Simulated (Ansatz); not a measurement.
# AlICl2: up Jacob's ladder to CCSD(T)

An exercise on one series of results from a longer session: the logs are not shown, and one member is left open.

Program: Ansatz 0.2.0, Gaussian basis. Level of theory: functionals in def2-TZVPP, the program's frozen cores in correlated methods. These are calculated values, not measurements.

Plan: LDA (SPW92), PBE-D4, revPBE-D4, BLYP-D4, r2SCAN-D4, B97M-V, PBE0-D4, B3LYP-D4, r2SCANh-D4, r2SCAN0-D4, HSE06-D4, BHLYP-D4, CAM-B3LYP-D4, LC-ωPBE, ωB97X-V, ωB97M-V, B2PLYP, PBE-QIDH; CCSD(T)/def2-SVP; CCSD(T)/def2-TZVPP; MP2/def2-QZVPP; extrapolation to the limit; RPA on PBE.

## Structure used throughout

An earlier PBE0-D4 in a triple-zeta def2 set relaxation fixed the geometry. I takes the def2 core potential; no spin-orbit term is included.

SMILES `[Cl][Al]([Cl])[I]`, 4 atoms, charge 0, spin multiplicity 1.

Atoms are counted from 1 here; the program's logs count them from 0.

Bond lengths: Cl1–Al2 2.074 Å, Al2–Cl3 2.074 Å, Al2–I4 2.439 Å. Angles: Cl1–Al2–Cl3 119.2°, Cl1–Al2–I4 120.4°, Cl3–Al2–I4 120.4°.

The first run:

File in.yaml:

```yaml
crystal:
  periodic: [false, false, false]
  atoms:
    - {symbol: Cl, position_ang: [0.840094, 0.602388, 1.844773]}
    - {symbol: Al, position_ang: [0.064849, -0.065176, 0.041061]}
    - {symbol: Cl, position_ang: [0.546689, -1.968987, -0.624790]}
    - {symbol: I, position_ang: [-1.396132, 1.371574, -1.281344]}
basis:
  gaussian: {orbitals: def2-TZVPP}
hamiltonian: {xc: lda}
output: {orbitals: {seedname: orbitals}}
```

Among the steps run: LDA; PBE-D4 (GGA); revPBE-D4 (GGA); BLYP-D4 (GGA); r2SCAN-D4 (meta-GGA); B97M-V (meta-GGA); PBE0-D4 (hybrid); B3LYP-D4 (hybrid); r2SCANh-D4 (hybrid); r2SCAN0-D4 (hybrid); HSE06-D4 (hybrid); BHLYP-D4 (hybrid); CAM-B3LYP-D4 (range-separated); LC-ωPBE-D4 (range-separated; the results give it without D4); ωB97X-V (range-separated); ωB97M-V (range-separated); B2PLYP (double hybrid); PBE-QIDH (double hybrid).

One of the session's tables, all rows but one given; the rest of the session is left out.

It belongs to the step «Orbital energies across the functionals». 

| functional | HOMO (eV) | LUMO (eV) | gap (eV) |
| --- | --- | --- | --- |
| LDA (SPW92) | -7.21 | -2.61 | 4.59 |
| PBE-D4 | -7.04 | -2.32 | 4.72 |
| revPBE-D4 | -6.99 | -2.18 | 4.80 |
| BLYP-D4 | -6.83 | -2.22 | 4.62 |
| r2SCAN-D4 | -7.35 | -1.93 | 5.43 |
| B97M-V | -7.33 | -1.95 | 5.38 |
| PBE0-D4 | -8.21 | -1.50 | 6.70 |
| B3LYP-D4 | -7.93 | -1.74 | 6.19 |
| r2SCANh-D4 | -7.78 | -1.67 | 6.11 |
| r2SCAN0-D4 | -8.41 | -1.28 | 7.13 |
| HSE06-D4 | -7.81 | -1.88 | 5.94 |
| BHLYP-D4 | -9.17 | -0.65 | 8.51 |
| CAM-B3LYP-D4 | -9.44 | -0.54 | 8.90 |
| LC-ωPBE | -10.82 | 0.62 | 11.44 |
| ωB97X-V | -10.46 | 0.51 | 10.98 |
| ωB97M-V | ? | ? | ? |

**Question.** Estimate the row for ωB97M-V.

The run gave: HOMO (eV): -10.32; LUMO (eV): 0.24; gap (eV): 10.56. In the column «HOMO (eV)» it lies between ωB97X-V (-10.46) and CAM-B3LYP-D4 (-9.44).
